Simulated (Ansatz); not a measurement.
**BaAlGe: one contact scaled**

An exercise on one series of results from a longer session: the logs are not shown, and one member is left open.

Program: Ansatz 0.2.0. Level of theory: DFT LDA, with the methods named in each step. These are calculated values, not measurements.

3 further runs of the same task are left out: 3 that didn't finish.

## Starting point

The structure is hexagonal, space group P-6m2 (No. 187). Conventional cell: a = 4.353 Å, b = 4.353 Å, c = 5.228 Å, α = 90.00°, β = 90.00°, γ = 120.00°. Ba (site symmetry -6m2) is surrounded by 6 Al at 3.63 Å and 6 Ge at 3.63 Å. Al (site symmetry -6m2) is surrounded by 3 Ge at 2.51 Å. Around Ge (site symmetry -6m2) lie 3 Al at 2.51 Å.

Coordinates:

```cif
data_structure
_symmetry_space_group_name_H-M 'P-6m2'
_symmetry_Int_Tables_number 187
_cell_length_a 4.3526
_cell_length_b 4.3526
_cell_length_c 5.2278
_cell_angle_alpha 90.000
_cell_angle_beta 90.000
_cell_angle_gamma 120.000
_cell_volume 85.77
loop_
_atom_site_label
_atom_site_type_symbol
_atom_site_symmetry_multiplicity
_atom_site_Wyckoff_symbol
_atom_site_fract_x
_atom_site_fract_y
_atom_site_fract_z
_atom_site_occupancy
Ba1 Ba 1 a 0.00000 0.00000 0.00000 1
Al1 Al 1 f 0.66667 0.33333 0.50000 1
Ge1 Ge 1 d 0.33333 0.66667 0.50000 1
```

The file gives the conventional cell by its symmetry; the runs use the cell typed in the input.

Atoms are numbered in the order of the input: Ba1, Al2, Ge3.

Set-up of the first run:

Contents of input.yaml:

```yaml
crystal:
  lattice:
    - [4.3526167746, 0.0, 0.0]
    - [-2.1763083873, 3.7694766997, 0.0]
    - [0.0, 0.0, 5.2277673]
  atoms:
    - { symbol: Ba, position: [0.0, 0.0, 0.0] }
    - { symbol: Al, position: [0.6666666667, 0.3333333333, 0.5] }
    - { symbol: Ge, position: [0.3333333333, 0.6666666667, 0.5] }
kpoints:
  mp_grid: { grid: [8, 8, 6] }
scf:
  occupations: { method: fermi_dirac, width: 0.05 }
hamiltonian:
  xc: lda
  pseudopotentials: { kind: all_electron, lapw: { basis_error: 0.001 } }
output:
  forces: true
  stress: true
  eigenvalues: true
  populations: true
```

Run with:

```bash
$ ansatz run input.yaml --threads 1 --pin off --max-ram 3072MiB --backend cpu --events-out ev --progress --plain --runs-dir out
```

Steps of the session up to this table: The bond as given, LAPW; Shortest bond scaled by 1, norm-conserving; Shortest bond scaled by 0.82, LAPW; Shortest bond scaled by 0.82, crystal datasets; Shortest bond scaled by 0.76, LAPW; Shortest bond scaled by 0.76, norm-conserving; Shortest bond scaled by 0.7, LAPW.

One of the session's tables, all rows but one given; the rest of the session is left out.

| method | length (Å) | F from the given length (eV/cell) | force along the bond (eV/Å) | pressure (GPa) | largest force (eV/Å) |
| --- | --- | --- | --- | --- | --- |
| LAPW | 1.759 | 4.523 | 17.980 | 14.24 | 18.027 |
| LAPW | 1.910 | 2.401 | 10.740 | 6.77 | 10.770 |
| LAPW | 2.061 | 1.148 | 6.228 | 1.92 | 6.244 |
| LAPW | 2.513 | 0.000 | 0.000 | -2.93 | 0.000 |
| PAW | 1.458 | 13.606 | 46.477 | 38.13 | 46.536 |
| PAW | 1.759 | 4.512 | 17.849 | 14.08 | 17.896 |
| PAW | 1.910 | 2.400 | 10.715 | 6.74 | 10.745 |
| PAW | 2.061 | 1.148 | 6.227 | 1.92 | 6.243 |
| PAW | 2.513 | 0.000 | 0.000 | -2.93 | 0.000 |
| PAW (source ansatz) | 1.458 | – | 48.390 | 39.87 | 48.451 |
| crystal datasets | 2.061 | – | 6.229 | 1.91 | 6.245 |
| norm-conserving | 1.910 | 2.378 | 10.584 | 6.50 | 10.614 |
| norm-conserving | 2.513 | ? | ? | ? | ? |

**Question.** Estimate the row for norm-conserving, 2.513.

**Answer.** F from the given length (eV/cell): 0.000; force along the bond (eV/Å): 0.000; pressure (GPa): -3.02; largest force (eV/Å): 0.000.

To keep in mind: Rows by PAW come from runs of the same series that aren't printed here. Warnings in the runs' records: gradients without spin orbit, crystal datasets made.
